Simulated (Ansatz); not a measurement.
# C₂H₄ClFOSi: small, medium and large basis sets

How large a basis does C₂H₄ClFOSi need? Two functionals are run in growing sets.

Program: Ansatz 0.2.0, Gaussian basis. Level of theory: one geometry, several basis sets. These are calculated values, not measurements.

The runs, in order: PBE0-D4/def2-SVP; ωB97M-V/def2-SVP; PBE0-D4/def2-QZVPP; ωB97M-V/def2-QZVPP; the functionals' def2-TZVPP values are taken from earlier runs.

### 1 Structure used throughout

An earlier PBE0-D4 in a triple-zeta def2 set relaxation fixed the geometry.

SMILES `F[C@H](Cl)[Si@@H]1CO1`, 10 atoms, charge 0, spin multiplicity 1.

Atoms are counted from 1 here; the program's logs count them from 0.

Bond lengths: F1–C2 1.373 Å, C2–Cl3 1.770 Å, C2–Si4 1.901 Å, C2–H7 1.093 Å, Si4–C5 1.800 Å, Si4–O6 1.651 Å, Si4–H8 1.478 Å, C5–O6 1.479 Å, C5–H9 1.088 Å, C5–H10 1.087 Å. Angles: F1–C2–Cl3 109.8°, F1–C2–Si4 109.8°, F1–C2–H7 107.5°, Cl3–C2–Si4 110.7°, Cl3–C2–H7 106.3°, Si4–C2–H7 112.7°, C2–Si4–C5 121.7°, C2–Si4–O6 117.8°, C2–Si4–H8 110.3°, C5–Si4–O6 50.5°, C5–Si4–H8 125.0°, O6–Si4–H8 118.2°, Si4–C5–O6 59.5°, Si4–C5–H9 121.9°, Si4–C5–H10 121.4°, O6–C5–H9 112.8°, O6–C5–H10 112.6°, H9–C5–H10 114.2° and more.

### 2 PBE0-D4 in def2-SVP

The input, in.yaml:

```yaml
crystal:
  periodic: [false, false, false]
  atoms:
    - {symbol: F, position_ang: [1.121778, -2.309552, 0.382152]}
    - {symbol: C, position_ang: [1.118832, -1.073303, -0.214502]}
    - {symbol: Cl, position_ang: [2.310160, -0.026876, 0.571139]}
    - {symbol: Si, position_ang: [-0.619299, -0.309599, -0.108196]}
    - {symbol: C, position_ang: [-0.863391, 1.465164, 0.063166]}
    - {symbol: O, position_ang: [-0.992520, 0.573179, 1.236396]}
    - {symbol: H, position_ang: [1.458841, -1.205804, -1.245186]}
    - {symbol: H, position_ang: [-1.629282, -1.257775, -0.622945]}
    - {symbol: H, position_ang: [-1.801157, 1.945665, -0.206410]}
    - {symbol: H, position_ang: [-0.020962, 2.147702, 0.147385]}
basis:
  gaussian: {orbitals: def2-SVP}
hamiltonian: {xc: pbe0, dispersion: d4}
output: {orbitals: {seedname: orbitals}}
```

Started as:

```
$ ansatz run in.yaml --threads 4 --pin off --events-out ev --progress --plain --max-ram 10444MiB
```

After this run come: ωB97M-V in def2-SVP; PBE0-D4 in def2-QZVPP; ωB97M-V in def2-QZVPP.

**Question.** What will the summary of the whole plan be? Wanted: PBE0-D4: double and triple zeta above quadruple; ωB97M-V: double and triple zeta above quadruple.

The runs gave:

```
                                       quantity           value
PBE0-D4: double and triple zeta above quadruple  16.62, 1.02 eV
ωB97M-V: double and triple zeta above quadruple  16.73, 0.97 eV
```

What this shows: PBE0-D4 gains 15.59 eV from double to triple zeta, then 1.02 eV more. Total energies overstate the basis error of differences, where much of it tends to cancel. The LUMO of ωB97M-V is positive and keeps falling with the basis (1.57 to 0.77 eV): an unbound level that the basis holds in place.
